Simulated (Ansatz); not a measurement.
## TlCuF3, space group P4/mmm: a breakdown of dispersion, smearing and cutoff terms, step by step

Computed with Ansatz 0.2.0, Python API.

Input file `tlcuf3.extxyz`:
```text
5
Lattice="4.09051669 0.0 0.0 0.0 4.09051669 0.0 0.0 0.0 4.07632852" Properties=species:S:1:pos:R:3 pbc="T T T"
Tl    2.04525835    2.04525835    2.03816426
Cu    0.00000000    0.00000000    0.00000000
F     0.00000000    0.00000000    2.03816426
F     2.04525835    0.00000000    0.00000000
F     0.00000000    2.04525835    0.00000000
```

Run as a notebook:

**Cell 1**
```python
import warnings

import ansatz as az
```

**Cell 2**
```python
OCCUPATIONS = "gaussian"
SIGMA = 0.01
SCF_TOL = 1e-08

warnings.simplefilter("ignore", az.DeckWarning)
```

**Cell 3**
```python
xtal = az.Crystal.from_extxyz("tlcuf3.extxyz")

[site.symbol for site in xtal.resolved().sites]
```
Output:
```text
['Tl', 'Cu', 'F', 'F', 'F']
```

**Cell 4**
```python
model = xtal.calculation().kpoints(6, shift=0.5).occupations(OCCUPATIONS, width=SIGMA).scf(tolerance=SCF_TOL)
with_term = model.functional("pbesol", dispersion="d4").basis(380).cutoff_correction(630).run(threads=1, pin="off").report
without = model.functional("pbesol").basis(380).run(threads=1, pin="off").report
finer = model.functional("pbesol").basis(630).run(threads=1, pin="off").report
removed = az.free_energy_without(with_term, az.EnergyTerm.DISPERSION)
print(f"dispersion term            {with_term['components']['e_disp']:.5f} eV")
print(f"F less dispersion          {removed:.5f} eV, run without it {without['free_energy_ev']:.5f} eV")
print(f"F less smearing term       {az.free_energy_without(without, az.EnergyTerm.SMEARING):.5f} eV")
print(f"estimated gain to 630 eV   {with_term['cutoff_correction']['energy_ev']:.5f} eV, found {finer['free_energy_ev'] - without['free_energy_ev']:.5f} eV")
```
Output:
```text
RunWarning: dispersion: an atom stands within reach of a switch of its C6 between two reference coordination numbers of its element: through that C6 alone, e_disp changes by 0.025 eV or more while [...]
dispersion term            -0.65008 eV
F less dispersion          -20285.23509 eV, run without it -20285.23509 eV
F less smearing term       -20285.23389 eV
estimated gain to 630 eV   -0.12584 eV, found -0.12390 eV
```

What to keep in mind:
- The settings weren't tested for convergence.
- The cutoff lies under the one recommended for these potentials in some of the runs.
- The cell holds an odd number of electrons and is run without spin, so a magnetic state may lie lower.
- Dispersion corrections can be off by several per cent in the lattices of metals, and by several GPa in the pressure at a fixed cell.
- For a metal this k-point mesh is coarse: on a finer one energies can move by several to tens of meV an atom and pressures by half a GPa or more, differences at one mesh by less.
- Within a few hundredths of an angstrom the cell has the higher group Pm-3m; the lower one is a small distortion.
- Without a Hubbard U or exact exchange, semilocal functionals often make such 3d compounds metallic or too weakly gapped.
- Spin-orbit coupling, which matters for elements this heavy, is left out.
- This cell is a computed structure, which may not be the phase found in nature.
- Warnings are shown shortened and without file and line.
- The script silences the warnings on its input, which a real study should read.
- Hardware and time: 3.5 s on 1 thread of AMD EPYC 9R05 (Zen 5), with other jobs on the host, peak memory 0.46 GiB.

(Lines on the test bed's own set-up are left out of the output.)
